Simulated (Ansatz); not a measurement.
Task: a relaxation followed by a look at the electronic structure of CdPd, space group P4/mmm, with Ansatz 0.2.0 through its Python package. Give the script and its output. Settings (first run): PBEsol, PAW, the default cutoff (420 eV here), 7×7×6 k-points, cold smearing of 0.15 eV.

The script reads `cdpd.vasp`:
```text
CdPd
1.0
   3.02760000    0.00000000    0.00000000
   0.00000000    3.02760000    0.00000000
   0.00000000    0.00000000    3.63100000
Cd Pd
1 1
Direct
   0.00000000    0.00000000    0.00000000
   0.50000000    0.50000000    0.50000000
```

`run_pipeline.py`
```python
"""Relax CdPd, then bands and states at the relaxed cell."""

import ansatz as az
from ase.io import read
import numpy as np

SMEARING_WIDTH = 0.15
XC = "pbesol"


def count_gap(report):
    # lowest empty less highest filled band, counting bands; zero where they overlap
    return max(report.get("gap_by_band_count_ev") or 0.0, 0.0)


def setup_for(crystal, spacing):
    return (
        crystal.calculation()
        .occupations(az.OccupationsMethod.COLD, width=SMEARING_WIDTH)
        .functional(XC)
        .pseudopotentials("paw")
        .kpoints(spacing=spacing)
    )

atoms = read("cdpd.vasp", format="vasp")
crystal = az.Crystal.from_ase(atoms)

relaxed = setup_for(crystal, 0.34).relax(cell=True, force_tolerance=0.02, max_steps=40).checkpoint(write="relax.run", compress=False).run(threads=1, pin="off")
cell = np.asarray(relaxed.lattice.cell_ang)
print("relaxed edges (A):", np.linalg.norm(cell, axis=1).round(4), " volume:", round(abs(np.linalg.det(cell)), 3), "A^3")
for site in relaxed.lattice.sites:
    print(" ", site.symbol, np.round(site.position_frac, 4) + 0.0)

final = az.Crystal.from_checkpoint("relax.run")
out = setup_for(final, 0.26).functional("pbesol").stress().band_table().density_of_states(energy_step=0.05).run(threads=1, pin="off")
rep = out.report
dos = out.density_of_states()
print(f"pressure at the relaxed cell {np.trace(rep['stress_gpa']) / 3:.3f} GPa, gap by band count {count_gap(rep):.3f} eV")
if count_gap(rep) == 0:
    print("states/eV at the Fermi level:", round(float(np.interp(dos.fermi_ev, dos.energies_ev, dos.spin_summed_g_bin_mean_per_ev)), 3))
```

`python run_pipeline.py` gives:
```text
DeckWarning: basis.ecutwfc = 420 eV, auto-derived from the records' recommended cutoffs: set by Cd (normal level)
relaxed edges (A): [2.975  2.975  3.7216]  volume: 32.939 A^3
  Cd [0. 0. 0.]
  Pd [0.5 0.5 0.5]
DeckWarning: crystal.checkpoint: the structure is that of relax.run, a `relax` run, at its step 5: its result, under pbesol at a charge of 0 e; 2 atoms read, 0 with a starting moment [...]
pressure at the relaxed cell -0.018 GPa, gap by band count 0.000 eV
states/eV at the Fermi level: 0.501
```
(Warnings from the package without file and line, shortened.)

Reading the output:
- The run is spin-unpolarised.
- For a metal this k-point mesh is coarse: on a finer one energies can move by several to tens of meV an atom and pressures by half a GPa or more, differences at one mesh by less.
- The zero of the levels is a convention of the potentials, so an absolute Fermi energy is no work function.
- A gap by band count of zero or less means overlapping bands, a metal.
- The structure is a deposited one; some such entries were measured under pressure or heat, so a shift against it needn't be the functional's error alone.
- Gaps and levels are Kohn-Sham values on a finite set of k-points, without spin-orbit coupling.
- Where the second run takes another functional or mesh than the relaxation, its pressure isn't zero; pressure is positive in compression.
- The computed bands are complete only to about 6.9 eV above the Fermi level; beyond that the density of states is undercounted.
- Run time: 9.4 s on 1 thread of Arm Neoverse V2, with other jobs on the host, peak memory 0.46 GiB.
